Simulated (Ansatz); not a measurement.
# CrAuS2: the cost of one run

Program: Ansatz 0.2.0. Level of theory: DFT r2SCAN, scalar-relativistic, plane waves, PAW. These are calculated values, not measurements.

1 further run of the same task is left out (set aside as unsound or not needed).

**1. Starting point**

Symmetry: R-3m, No. 166, trigonal system. Conventional cell: a = 3.538 Å, b = 3.538 Å, c = 21.337 Å, α = 90.00°, β = 90.00°, γ = 120.00°. Cr (site symmetry -3m) has 6 S at 2.40 Å as nearest neighbours. Around S (site symmetry 3m) lie 1 Au at 2.30 Å and 3 Cr at 2.40 Å. Au (site symmetry -3m) has 2 S at 2.30 Å as nearest neighbours.

Coordinates:

```cif
data_structure
_symmetry_space_group_name_H-M 'P 1'
_symmetry_Int_Tables_number 1
_cell_length_a 7.3999
_cell_length_b 7.3999
_cell_length_c 7.3999
_cell_angle_alpha 27.665
_cell_angle_beta 27.665
_cell_angle_gamma 27.665
_cell_volume 77.11
loop_
_atom_site_label
_atom_site_type_symbol
_atom_site_fract_x
_atom_site_fract_y
_atom_site_fract_z
_atom_site_occupancy
Cr1 Cr 0.33290 0.33290 0.33290 1
S1 S 0.94056 0.94056 0.94056 1
S2 S 0.72522 0.72522 0.72522 1
Au1 Au 0.83289 0.83289 0.83289 1
```

This cell was relaxed beforehand with the same method: volume 19.28 Å³/atom, gap on the mesh 1.15 eV, site moments up to 2.7 μB.

**2. The cell scaled to 0.97 of its volume**

File input.yaml:

```yaml
crystal:
  lattice:
    - [1.751296251, 1.0111113619, 7.0404342063]
    - [-1.751296251, 1.0111113619, 7.0404342063]
    - [0.0, -2.0222227239, 7.0404342063]
  atoms:
    - { symbol: Cr, position: [0.3328991797, 0.3328991797, 0.3328991797], spin: 3.02 }
    - { symbol: S, position: [0.9405585134, 0.9405585134, 0.9405585134] }
    - { symbol: S, position: [0.7252187838, 0.7252187838, 0.7252187838] }
    - { symbol: Au, position: [0.8328901898, 0.8328901898, 0.8328901898] }
basis:
  ecutwfc: 500
kpoints:
  mp_grid: { grid: [9, 9, 9] }
hamiltonian:
  xc: r2scan
scf:
  occupations: { method: gaussian, width: 0.02 }
output:
  forces: true
  stress: true
  eigenvalues: true
  populations: true
magnetization:
  spin_polarized: true
relax:
  adjacent_minimum: "off"
  f_tol: 0.01
  max_steps: 30
  cell: { stress_tol: 0.1, fix: [volume] }
```

Started as:

```
ansatz run input.yaml --threads 1 --pin off --max-ram 2560MiB --backend cpu --events-out ev --progress --plain --runs-dir out
```

What time and memory should one allow on 1 thread of an x86-64 CPU, shared host?

About 3.4 min, with a peak of 0.82 GiB.
